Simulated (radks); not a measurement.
# Cd in [Kr] 4d8 5s2 6s2: an all-electron calculation

The task here is to estimate one member of a computed series from the others.

Program: radks (a radial shooting solver on a logarithmic mesh, Libxc functionals) version 1. Level of theory: Dirac Kohn-Sham, exchange-only LDA, spin-unpolarised, spherical densities, finite nucleus; open shells are shared between the two j in proportion to 2j + 1. These are calculated values, not measurements, unless marked.

## What is computed

* element: cadmium (Z = 48)
* charge: 0
* electrons: 48
* configuration: [Kr] 4d8 5s2 6s2
* nuclear rms radius: 4.6087 fm

The outer shells:

Cd
```
[Kr] core
4d [↑↓][↑↓][↑↓][↑ ][↑ ]
5s [↑↓]
6s [↑↓]
```

The first run:

Input:

```text
Z 48
configuration [Kr] 4d8 5s2 6s2
relativity Dirac
functional lda,
spin unpolarised
j_filling average
nucleus finite rms 4.6087 fm
c 137.035999084
```

One table of the session follows, with a row left open; its other results are not shown here.

It belongs to the step «Shells». From the orbitals of this run (lengths in bohr):

```
level      <r>  outermost maximum (interpolated)  90 % within  nodes
1s1/2  0.03043                            0.0197       0.0546      0
2s1/2   0.1314                             0.111        0.204      1
2p1/2        ?                                 ?            ?      ?
2p3/2   0.1165                            0.0903        0.189      0
3s1/2   0.3587                             0.324        0.529      2
3p1/2   0.3498                             0.311        0.527      1
3p3/2   0.3609                             0.321        0.543      1
3d3/2   0.3328                             0.264        0.527      0
3d5/2   0.3364                             0.267        0.532      0
4s1/2   0.8722                             0.793         1.26      3
4p1/2   0.9269                             0.824         1.37      2
4p3/2   0.9565                             0.849         1.41      2
4d3/2    1.180                             0.955         1.84      1
4d5/2    1.194                             0.965         1.86      1
5s1/2    2.368                              2.06         3.46      4
6s1/2    6.532                              5.79         9.46      5
```

Estimate the missing values for 2p1/2.

The run gave: <r>: 0.1113; outermost maximum (interpolated): 0.0860; 90 % within: 0.182; nodes: 0. In the column «<r>» it lies between 1s1/2 (0.03043) and 2p3/2 (0.1165).
